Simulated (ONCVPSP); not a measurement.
**Cl: generating and testing an ONCV potential**

Do these settings give a usable potential? It is generated, then checked for transferability, scattering, ghosts and hardness.

The numbers are computed with ONCVPSP 4.0.1.1 (patched build) (PBE, scalar-relativistic, spin-unpolarised reference atom).

**1. Settings**

The settings as typed:

```
element                 : chlorine (Cl, Z = 17)
type                    : optimised norm-conserving Vanderbilt (ONCV)
frozen core             : [Ne]
valence charge          : 7
reference configuration : 3s1.75 3p5.25
partial waves           : 3s: rc 1.00 bohr, ncon 3, nbas 7, qcut 5.8 1/bohr, 2 projectors, debl 3.5 Ha; 3p: rc 1.15 bohr, ncon 4, nbas 7, qcut 6.6 1/bohr, 2 projectors, debl 3.2 Ha; d scattering state at 0.38 Ha: rc 0.95 bohr, ncon 4, nbas 7, qcut 10.2 1/bohr, 2 projectors, debl 3.7 Ha
local potential         : polynomial inside 0.90 bohr (lpopt 5, dvloc0 6 Ha)
core correction         : Teter function, fcfact 2.25, rcfact 1.45
```

The nodes and maxima of the atom's own shells, from an earlier all-electron run, set the scale for the radii.

All-electron outer shells of the reference configuration (PBE, scalar-relativistic, ld1.x):

| shell | level (eV) | outermost node (bohr) | outermost maximum (bohr) |
| --- | --- | --- | --- |
| 2s | -253.05 | 0.12 | 0.36 |
| 2p | -191.97 | – | 0.30 |
| 3s | -20.86 | 0.55 | 1.27 |
| 3p | -8.73 | 0.53 | 1.43 |

**2. Generation**

Input file Cl.dat:

```
# ATOM AND REFERENCE CONFIGURATION
# atsym  z   nc   nv     iexc    psfile
  Cl 17.00    3    2        4      upf
#
#   n    l    f
    1    0    2.00
    2    0    2.00
    2    1    6.00
    3    0    1.75
    3    1    5.25
#
# PSEUDOPOTENTIAL AND OPTIMIZATION
# lmax
    2
#
#   l,   rc,      ep,       ncon, nbas, qcut
    0    1.00    0.00    3    7    5.80
    1    1.15    0.00    4    7    6.60
    2    0.95    0.38    4    7   10.20
#
# LOCAL POTENTIAL
# lloc, lpopt,  rc(5),   dvloc0
    4    5    0.90    6.00
#
# VANDERBILT-KLEINMAN-BYLANDER PROJECTORs
# l, nproj, debl
    0    2    3.50
    1    2    3.20
    2    2    3.70
#
# MODEL CORE CHARGE
# icmod, fcfact, rcfact
    3    2.25    1.45
#
# LOG DERIVATIVE ANALYSIS
# epsh1, epsh2, depsh
   -2.00    5.00    0.02
#
# OUTPUT GRID
# rlmax, drl
    6.00    0.01
#
# TEST CONFIGURATIONS
# ncnf
    4
# nvcnf
#   n    l    f
    2
    3    0    2.00
    3    1    5.00
#
    2
    3    0    2.00
    3    1    4.00
#
    2
    3    0    2.00
    3    1    3.00
#
    2
    3    0    2.00
    3    1    1.00
#
```

On the command line:

```
$ oncvpsp.x < Cl.dat > Cl.out
```

**Question.** What will these runs give? Wanted: cutoffs for 1 and 0.1 mHa per electron, occupied waves; bound ghosts; GHOST(+) flags; largest test error; largest phase difference near zero energy, channels read; rms error of d²Exc/dn², without and with the model core.

The runs gave:

```
                                                quantity                                                         value
  cutoffs for 1 and 0.1 mHa per electron, occupied waves                                              48 Ha and 148 Ha
                                            bound ghosts                                               s at -255.69 eV
                                          GHOST(+) flags  none at low energy (1 near or above the test basis's cutoff)
                            largest test error (AE − PS)                                          +86 meV, for 3s2 3p1
largest phase difference near zero energy, channels read                                                     0.000 rad
 rms error of d²Exc/dn², without and with the model core                                             1.41 and 0.46 mHa
```

What this shows: It has a bound ghost (s), a state that the atom doesn't have, and that rules the file out. Close by lies the frozen 2s level (-253.0 eV). The worst unpolarised test, 3s2 3p1, is off by 86 meV on 126.8 eV; by total energies transferability rates as fair. That test lies far up in energy; among those under 40 eV, nearer to bonding, the largest error is 8.6 meV. The potential is hard: the looser tolerance needs 48 Ha. The tighter tolerance needs 148 Ha, and converged work needs a cutoff nearer that. At the looser tolerance the 3s wave is the slowest; 3p needs 10 Ha. Near zero energy the phases of the channels with partial waves agree within 0.001 rad. All of this concerns the isolated atom, not yet a solid.
